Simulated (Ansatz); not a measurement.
I need an atomisation energy of H₃O₂Sn, SMILES [OH][SnH][OH]. Use Ansatz 0.2.0 through its Python package. Level of theory (for the species named): CCSD(T), def2-SVP basis, multiplicity 2.

```yaml
atoms:
  - { symbol: O, position_ang: [-1.3462, -0.7683, -0.2377] }
  - { symbol: Sn, position_ang: [0.3295, 0.2200, -0.4587] }
  - { symbol: O, position_ang: [1.3638, 0.0286, 1.1883] }
  - { symbol: H, position_ang: [-1.8101, -0.5221, -1.0926] }
  - { symbol: H, position_ang: [0.0365, 1.9135, -0.7802] }
  - { symbol: H, position_ang: [1.4685, -0.9356, 1.3348] }
```

`h3o2sn_tae.py`
```python
# -*- coding: utf-8 -*-
from collections import Counter

import ansatz


def total_energy(molecule, charge=0, unpaired=0):
    calc = (
        molecule.calculation()
        .basis(gaussian="def2-SVP")
        .correlation("CCSD(T)")
    )
    if charge:
        calc = calc.charge(charge)
    if unpaired:
        calc = calc.spin("collinear", total=unpaired)
    return calc.run().report["free_energy_ev"]

geometry_ang = [
    ("O", (-1.3462, -0.7683, -0.2377)),
    ("Sn", (0.3295, 0.22, -0.4587)),
    ("O", (1.3638, 0.0286, 1.1883)),
    ("H", (-1.8101, -0.5221, -1.0926)),
    ("H", (0.0365, 1.9135, -0.7802)),
    ("H", (1.4685, -0.9356, 1.3348)),
]
geometry = ansatz.Crystal.molecule()
for symbol, xyz in geometry_ang:
    geometry = geometry.atom(symbol, xyz)

unpaired = {"O": 2, "Sn": 2, "H": 1}
counts = Counter(site.symbol for site in geometry.cartesian_sites)
atom_energy = {s: total_energy(ansatz.Crystal.molecule().atom(s, (0, 0, 0)), 0, unpaired[s]) for s in counts}
whole = total_energy(geometry, 0, 1)
for s, e in atom_energy.items():
    print(f"{s:2s} x{counts[s]}  {e:14.5f} eV")
print(f"H3O2Sn: {whole:.5f} eV")
split = sum(counts[s] * e for s, e in atom_energy.items()) - whole
print(f"atomisation energy (no zero-point term): {split:.3f} eV, {split / sum(counts.values()):.3f} eV an atom")
```

```console
$ python h3o2sn_tae.py
O  x2     -2036.43128 eV
Sn x1     -5807.13565 eV
H  x3       -13.58606 eV
H3O2Sn: -9937.19889 eV
atomisation energy (no zero-point term): 16.443 eV, 2.740 eV an atom
```

16.443 eV from the electronic energies, without the zero-point term.

What to keep in mind:
- Total energies depend on the basis set; only differences at equal settings carry meaning.
- The geometry is a force-field or estimated start, not a minimum of this method, and the basis set is short of its limit. All parts are taken at fixed geometry, without zero-point energy.
- def2 sets replace the cores of elements past krypton by effective core potentials.
- The species is open-shell (spin multiplicity 2).
- In double-zeta sets correlated atomisation energies come out some 10 to 15 % low.
- The spin-orbit lowering of heavy atoms is left out.
- The whole script took 13 s on 1 thread of Intel(R) Xeon(R) Platinum 8375C CPU @ 2.90GHz (Ice Lake), with other jobs on the host, peak memory 0.46 GiB.
